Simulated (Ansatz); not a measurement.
# C₂H₅AlOS: a ladder of functionals and wavefunction methods

One table from this session's results is given with a row withheld; the runs are named, their logs left out.

Method: functionals in def2-TZVPP, the program's frozen cores in correlated methods; program: Ansatz 0.2.0, Gaussian basis.

Levels to be run: PBE-D4, r2SCAN-D4, PBE0-D4, B3LYP-D4, ωB97X-V, ωB97M-V, B2PLYP; CCSD(T)/def2-TZVPP; MP2/def2-QZVPP; extrapolation to the limit.

## Structure used throughout

An earlier PBE0-D4 in a triple-zeta def2 set relaxation fixed the geometry.

10 atoms, charge 0, spin multiplicity 1.

Atoms are counted from 1 here; the program's logs count them from 0.

Bond lengths: O1–C2 1.349 Å, O1–H6 0.965 Å, C2–S3 1.757 Å, C2–C4 1.347 Å, S3–H7 1.342 Å, C4–Al5 1.914 Å, C4–H8 1.093 Å, Al5–H9 1.587 Å, Al5–H10 1.587 Å. Angles: C2–O1–H6 108.0°, O1–C2–S3 111.1°, O1–C2–C4 125.3°, S3–C2–C4 123.6°, C2–S3–H7 94.7°, C2–C4–Al5 127.6°, C2–C4–H8 114.1°, Al5–C4–H8 118.4°, C4–Al5–H9 120.4°, C4–Al5–H10 118.4°, H9–Al5–H10 121.1°.

Coordinates:

```xyz
10
C2H5AlOS
O    -1.76939   -0.21679   -1.19407
C    -0.63554   -0.32148   -0.47055
S    -0.08900   -1.98909   -0.39008
C     0.00796    0.70283    0.12135
Al    1.61656    0.62960    1.15571
H    -2.02780    0.71264   -1.21023
H    -1.09161   -2.46983   -1.14080
H    -0.47030    1.67403   -0.02617
H     2.35290   -0.75456    1.39958
H     2.18933    1.98145    1.75825
```

The first run:

The input, in.yaml:

```yaml
crystal:
  periodic: [false, false, false]
  atoms:
    - {symbol: O, position_ang: [-1.769391, -0.216788, -1.194071]}
    - {symbol: C, position_ang: [-0.635542, -0.321483, -0.470549]}
    - {symbol: S, position_ang: [-0.089004, -1.989093, -0.390075]}
    - {symbol: C, position_ang: [0.007959, 0.702832, 0.121354]}
    - {symbol: Al, position_ang: [1.616562, 0.629598, 1.155709]}
    - {symbol: H, position_ang: [-2.027802, 0.712639, -1.210228]}
    - {symbol: H, position_ang: [-1.091614, -2.469828, -1.140798]}
    - {symbol: H, position_ang: [-0.470298, 1.674028, -0.026171]}
    - {symbol: H, position_ang: [2.352900, -0.754556, 1.399584]}
    - {symbol: H, position_ang: [2.189329, 1.981450, 1.758245]}
basis:
  gaussian: {orbitals: def2-TZVPP}
hamiltonian: {xc: pbe, dispersion: d4}
output: {forces: true, orbitals: {seedname: orbitals}}
```

Command:

```console
$ ansatz run in.yaml --threads 4 --pin off --events-out ev --progress --plain --max-ram 10444MiB
```

Steps of the session up to this table: PBE-D4 (GGA); r2SCAN-D4 (meta-GGA); PBE0-D4 (hybrid); B3LYP-D4 (hybrid); ωB97X-V (range-separated); ωB97M-V (range-separated); B2PLYP (double hybrid); CCSD(T) in def2-TZVPP; MP2 in def2-QZVPP.

One of the session's tables, all rows but one given; the rest of the session is left out.

```
            method  atomisation energy (kJ/mol)
            PBE-D4                       3584.3
         r2SCAN-D4                       3518.4
           PBE0-D4                       3500.5
          B3LYP-D4                       3484.6
           ωB97X-V                            ?
           ωB97M-V                       3509.7
            B2PLYP                       3444.2
     HF/def2-TZVPP                       2440.7
    MP2/def2-TZVPP                       3464.5
   CCSD/def2-TZVPP                       3320.4
CCSD(T)/def2-TZVPP                       3388.4
           MP2/CBS                       3567.2
       CCSD(T)/CBS                       3491.1
```

Estimate the missing values for ωB97X-V.

**Answer.** atomisation energy (kJ/mol): 3504.1. In the column «atomisation energy (kJ/mol)» it lies between PBE0-D4 (3500.5) and ωB97M-V (3509.7).

Caveats from the session: Free atoms (1 O, 2 C, 1 S, 1 Al, 5 H) were run apart at each level; the atomisation energy is their sum less the molecule, without zero-point or spin-orbit terms.
